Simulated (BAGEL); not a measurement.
**CASPT2(10,8)/6-31G(d) (density fitting with cc-pvqz-jkfit, spherical functions) run of GeO (SMILES [O]=[Ge])**

Aim: the vertical ionisation energy of GeO at CASPT2(10,8)/6-31G* (density fitting with cc-pvqz-jkfit, spherical functions), from 2 runs. 

The results are computed with BAGEL 1.2.2.

11 further runs of the same task are left out: 7 that didn't finish, 4 set aside as unsound or not needed.

## 1. The system as given

GeO has 2 atoms, charge 0, and is taken as a singlet. SMILES: `[O]=[Ge]`. Geometry: relaxed at PBE0-D4/def2-TZVP.

Bond lengths: O1–Ge2 1.623 Å.

## 2. The energy at CASPT2(10,8)/6-31G(d) (density fitting with cc-pvqz-jkfit, spherical functions)

Contents of job.json:

```json
{ "bagel" : [

{
  "title" : "molecule",
  "basis" : "6-31gs.json",
  "df_basis" : "cc-pvqz-jkfit",
  "angstrom" : true,
  "geometry" : [
    { "atom" : "O", "xyz" : [    0.000000,    0.000000,   -0.023040 ] },
    { "atom" : "Ge", "xyz" : [    0.000000,    0.000000,    1.599530 ] }
  ]
},
{ "title" : "hf", "charge" : 0 },
{ "title" : "casscf", "nstate" : 1, "nact" : 8, "nclosed" : 15, "charge" : 0, "maxiter" : 200, "natocc" : true },
{ "title" : "print", "file" : "orbitals.molden", "orbitals" : true },
{ "title" : "smith", "method" : "caspt2", "ms" : true, "xms" : true, "sssr" : true, "shift" : 0.0, "ncore" : 10 }

]}
```

The basis set 6-31G* is read from a file made from the Basis Set Exchange's data (not shown).

Launch:

```console
BAGEL_NUM_THREADS=1 BAGEL job.json > job.out
```

The program printed:

```text
* using 1 threads per process

  ===============================================================
  ===============================================================

  *** Geometry ***

  { "atom" : "O", "xyz" : [      0.000000,      0.000000,     -0.043539 ] },
  { "atom" : "Ge", "xyz" : [      0.000000,      0.000000,      3.022674 ] },

  Number of auxiliary basis functions:      324

  Since a DF basis is specified, we compute 2- and 3-index integrals:
    o Being stored without compression. Storage requirement is 0.005 GB

  Number of basis functions:       46
  Number of electrons      :       40

    * METHOD: MOLECULE                             0.08

  *** RHF ***

  === Nuclear Repulsion ===
    83.4906142302

      * DIIS with orbital gradients will be used.

  === RHF iteration (6-31gs.json) ===
      0      -2149.58604878          0.04091865           0.02
      1      -2149.05649405          0.07664083           0.02
      2      -2149.92037083          0.00326553           0.02
      3      -2149.92332500          0.00079718           0.02
      4      -2149.92353763          0.00035587           0.02
      5      -2149.92355890          0.00010437           0.02
      6      -2149.92356264          0.00002606           0.02
      7      -2149.92356308          0.00000987           0.02
      8      -2149.92356315          0.00000170           0.02
      9      -2149.92356315          0.00000043           0.02
     10      -2149.92356315          0.00000013           0.02
     11      -2149.92356315          0.00000005           0.02
     12      -2149.92356315          0.00000001           0.02
     13      -2149.92356315          0.00000000           0.02
    * SCF iteration converged.

    * Permanent dipole moment:
           (   -0.000000,     0.000000,    -1.513186) a.u.

    * METHOD: HF                                   0.34

  ---------------------------
      CASSCF calculation
  ---------------------------

    * nstate   :      1
    * nclosed  :     15
    * nact     :      8
    * nvirt    :     23
  === CASSCF iteration (6-31gs.json) ===

    * Using the second-order algorithm

      0  0     -2149.96864355     9.60e-03      0.04

      1  0     -2150.03135573     5.28e-03      0.14

      2  0     -2150.05331260     1.74e-03      0.13

      3  0     -2150.05633945     5.80e-04      0.13

      4  0     -2150.05686617     3.66e-04      0.13

      5  0     -2150.05698773     2.37e-04      0.13

      6  0     -2150.05701884     1.40e-04      0.13

      7  0     -2150.05702710     7.77e-05      0.13

      8  0     -2150.05702931     4.18e-05      0.13

      9  0     -2150.05702991     2.22e-05      0.13

     10  0     -2150.05703007     1.16e-05      0.14

     11  0     -2150.05703011     6.07e-06      0.13

     12  0     -2150.05703012     3.16e-06      0.13

     13  0     -2150.05703013     1.64e-06      0.13

     14  0     -2150.05703013     8.53e-07      0.13

     15  0     -2150.05703013     4.43e-07      0.14

     16  0     -2150.05703013     2.30e-07      0.13

     17  0     -2150.05703013     1.19e-07      0.13

     18  0     -2150.05703013     6.19e-08      0.12

     19  0     -2150.05703013     3.21e-08      0.12

     20  0     -2150.05703013     1.67e-08      0.12

     21  0     -2150.05703013     8.66e-09      0.12

    * Second-order optimization converged. *

     guess   0:   closed 11111...             open ........

  === FCI iteration ===

      0  0     -2149.91746852     9.60e-03      0.00
      1  0     -2150.03918380     3.96e-03      0.00
      2  0     -2150.05409852     1.54e-03      0.00
      3  0     -2150.05672138     4.72e-04      0.00
      4  0     -2150.05699653     1.65e-04      0.00
      5  0     -2150.05702851     3.58e-05      0.00
      6  0     -2150.05703000     9.69e-06      0.00
      7  0     -2150.05703011     3.11e-06      0.00
      8  0     -2150.05703013     9.08e-07      0.00
      9  0     -2150.05703013     2.92e-07      0.00
     10  0     -2150.05703013     8.89e-08      0.00
     11  0     -2150.05703013     2.35e-08      0.00
     12  0     -2150.05703013     7.33e-09      0.00
     13  0     -2150.05703013     1.92e-09      0.00
     14  0     -2150.05703013     4.14e-10      0.00
     15  0     -2150.05703013     1.12e-10      0.00
     16  0 *   -2150.05703013     3.30e-11      0.00

     * ci vector, state   0, <S^2> = -0.0000
       22222...    -0.9633613240
       2222.2..     0.1075547145
       222.2.2.     0.1075547145
       222baba.    -0.0731774398
       222abab.    -0.0731774398
       22.22..2     0.0666249703
       22a2ba.b    -0.0559146974
       22b2ab.a    -0.0559146974
       22ab2.ab     0.0559146974
       22ba2.ba     0.0559146974

    * METHOD: CASSCF                               2.82

    * METHOD: PRINT                                0.00

  === SMITH program ===

    * freezing 10 orbitals

    * Approximate memory requirement for SMITH calulation per MPI process:
      o Storage requirement for T-amplitude, lambda, and residual is 0.00 GB
      o Storage requirement for MO integrals is 0.00 GB
    * Calculating and saving rdm4f

    * Zeroth order energy : state  0       -6.4167820890

    * CASPT2 iteration is performed using redundant basis

      ---- iteration ----

        0    -0.29739887     0.01148172      0.07
        1    -0.30028358     0.00213623      0.08
        2    -0.30045514     0.00037043      0.08
        3    -0.30045916     0.00006999      0.11
        4    -0.30045932     0.00001121      0.11
        5    -0.30045932     0.00000221      0.11
        6    -0.30045932     0.00000035      0.11

      -------------------

    * CASPT2 energy : state  0    -2150.3574894506
        reference weight              0.9385729638

    * METHOD: SMITH                                1.61

  ===============================================================
```

Run time: 5.1 s. Hardware: 1 thread of Arm Neoverse V2, shared host; peak memory 0.21 GiB.

## 3. The doublet cation at the same level

Contents of calc.json:

```json
{ "bagel": [

{
  "title": "molecule",
  "basis": "6-31gs.json",
  "df_basis": "cc-pvqz-jkfit",
  "angstrom": "true",
  "geometry": [
    { "atom": "O", "xyz": [    0.000000,    0.000000,   -0.023040 ] },
    { "atom": "Ge", "xyz": [    0.000000,    0.000000,    1.599530 ] }
  ]
},
{
  "title": "hf",
  "charge": 2
},
{
  "title": "casscf",
  "nstate": 1,
  "nact": 8,
  "nclosed": 15,
  "charge": 1,
  "nspin": 1,
  "maxiter": 200,
  "natocc": "true"
},
{
  "title": "print",
  "file": "orbitals.molden",
  "orbitals": "true"
},
{
  "title": "smith",
  "method": "caspt2",
  "ms": "true",
  "xms": "true",
  "sssr": "true",
  "shift": 0.0,
  "ncore": 10
}

]}
```

The basis set 6-31G* is read from a file made from the Basis Set Exchange's data (not shown).

Launch:

```console
BAGEL_NUM_THREADS=1 BAGEL calc.json > calc.out
```

The program printed:

```text
* using 1 threads per process

  ===============================================================
  ===============================================================

  *** Geometry ***

  { "atom" : "O", "xyz" : [      0.000000,      0.000000,     -0.043539 ] },
  { "atom" : "Ge", "xyz" : [      0.000000,      0.000000,      3.022674 ] },

  Number of auxiliary basis functions:      324

  Since a DF basis is specified, we compute 2- and 3-index integrals:
    o Being stored without compression. Storage requirement is 0.005 GB

  Number of basis functions:       46
  Number of electrons      :       40

    * METHOD: MOLECULE                             0.08

  *** RHF ***

  === Nuclear Repulsion ===
    83.4906142302

      * DIIS with orbital gradients will be used.

  === RHF iteration (6-31gs.json) ===
      0      -2148.47673108          0.03891832           0.02
      1      -2147.83005324          0.08366201           0.02
      2      -2148.77742915          0.00780589           0.02
      3      -2148.79282656          0.00380201           0.02
      4      -2148.79930179          0.00175173           0.02
      5      -2148.80136770          0.00064790           0.02
      6      -2148.80166437          0.00013425           0.02
      7      -2148.80167055          0.00004023           0.02
      8      -2148.80167086          0.00000763           0.02
      9      -2148.80167088          0.00000087           0.02
     10      -2148.80167088          0.00000019           0.02
     11      -2148.80167088          0.00000008           0.02
     12      -2148.80167088          0.00000000           0.02
    * SCF iteration converged.

    * Permanent dipole moment:
           (   -0.000000,     0.000000,    -1.364425) a.u.

    * METHOD: HF                                   0.32

  ---------------------------
      CASSCF calculation
  ---------------------------

    * nstate   :      1
    * nclosed  :     15
    * nact     :      8
    * nvirt    :     23
  === CASSCF iteration (6-31gs.json) ===

    * Using the second-order algorithm

      0  0     -2149.59289090     2.00e-02      0.05

      1  0     -2149.63775055     4.71e-03      0.15

      2  0     -2149.65619352     2.65e-03      0.13

      3  0     -2149.66236624     1.02e-03      0.14

      4  0     -2149.66417095     4.10e-04      0.14

      5  0     -2149.66450696     3.50e-04      0.14

      6  0     -2149.66457651     2.29e-04      0.14

      7  0     -2149.66459320     1.29e-04      0.13

      8  0     -2149.66459738     6.78e-05      0.13

      9  0     -2149.66459844     3.48e-05      0.13

     10  0     -2149.66459871     1.76e-05      0.13

     11  0     -2149.66459877     8.86e-06      0.13

     12  0     -2149.66459879     4.44e-06      0.12

     13  0     -2149.66459880     2.22e-06      0.13

     14  0     -2149.66459880     1.11e-06      0.13

     15  0     -2149.66459880     5.54e-07      0.13

     16  0     -2149.66459880     2.76e-07      0.13

     17  0     -2149.66459880     1.38e-07      0.12

     18  0     -2149.66459880     6.91e-08      0.13

     19  0     -2149.66459880     3.49e-08      0.12

     20  0     -2149.66459880     1.80e-08      0.12

     21  0     -2149.66459880     9.54e-09      0.12

    * Second-order optimization converged. *

     guess   0:   closed 1111....             open ....1...

  === FCI iteration ===

      0  0     -2149.58200449     6.35e-03      0.00
      1  0     -2149.65564011     2.36e-03      0.00
      2  0     -2149.66342728     8.11e-04      0.00
      3  0     -2149.66449427     2.22e-04      0.00
      4  0     -2149.66458252     7.30e-05      0.00
      5  0     -2149.66459525     3.11e-05      0.00
      6  0     -2149.66459801     1.74e-05      0.00
      7  0     -2149.66459865     8.02e-06      0.00
      8  0     -2149.66459877     3.65e-06      0.00
      9  0     -2149.66459879     1.58e-06      0.00
     10  0     -2149.66459880     6.96e-07      0.00
     11  0     -2149.66459880     2.32e-07      0.00
     12  0     -2149.66459880     6.85e-08      0.00
     13  0     -2149.66459880     2.14e-08      0.00
     14  0     -2149.66459880     6.38e-09      0.00
     15  0     -2149.66459880     2.05e-09      0.00
     16  0     -2149.66459880     1.00e-09      0.00
     17  0     -2149.66459880     4.21e-10      0.00
     18  0     -2149.66459880     1.50e-10      0.00
     19  0 *   -2149.66459880     4.52e-11      0.00

     * ci vector, state   0, <S^2> = 0.7500
       2222a...    -0.9722344443
       222.a2..    -0.1266805168
       22.2a.2.    -0.0874985997
       2.22a..2    -0.0561136902

    * METHOD: CASSCF                               2.86

    * METHOD: PRINT                                0.00

  === SMITH program ===

    * freezing 10 orbitals

    * Approximate memory requirement for SMITH calulation per MPI process:
      o Storage requirement for T-amplitude, lambda, and residual is 0.00 GB
      o Storage requirement for MO integrals is 0.00 GB
    * Calculating and saving rdm4f

    * Zeroth order energy : state  0       -8.7853121456

    * CASPT2 iteration is performed using redundant basis

      ---- iteration ----

        0    -0.28320612     0.00969477      0.08
        1    -0.28535722     0.00171924      0.08
        2    -0.28549520     0.00033782      0.08
        3    -0.28549962     0.00006696      0.11
        4    -0.28549984     0.00001392      0.11
        5    -0.28549985     0.00000279      0.12
        6    -0.28549985     0.00000055      0.12

      -------------------

    * CASPT2 energy : state  0    -2149.9500986464
        reference weight              0.9449304214

    * METHOD: SMITH                                1.72

  ===============================================================
```

Wall time 5.4 s (1 thread of Arm Neoverse V2, shared host); peak memory 0.25 GiB.

## 4. Results

At CASPT2(10,8)/6-31G* (density fitting with cc-pvqz-jkfit, spherical functions), 10 core orbitals frozen:

| quantity | value |
| --- | --- |
| singlet GeO: total energy | -2150.35749 Eh |
| doublet cation: total energy | -2149.95010 Eh |
| vertical ionisation energy (to the doublet cation) | 11.086 eV |

In words: The vertical ionisation energy comes to 11.09 eV (256 kcal/mol).
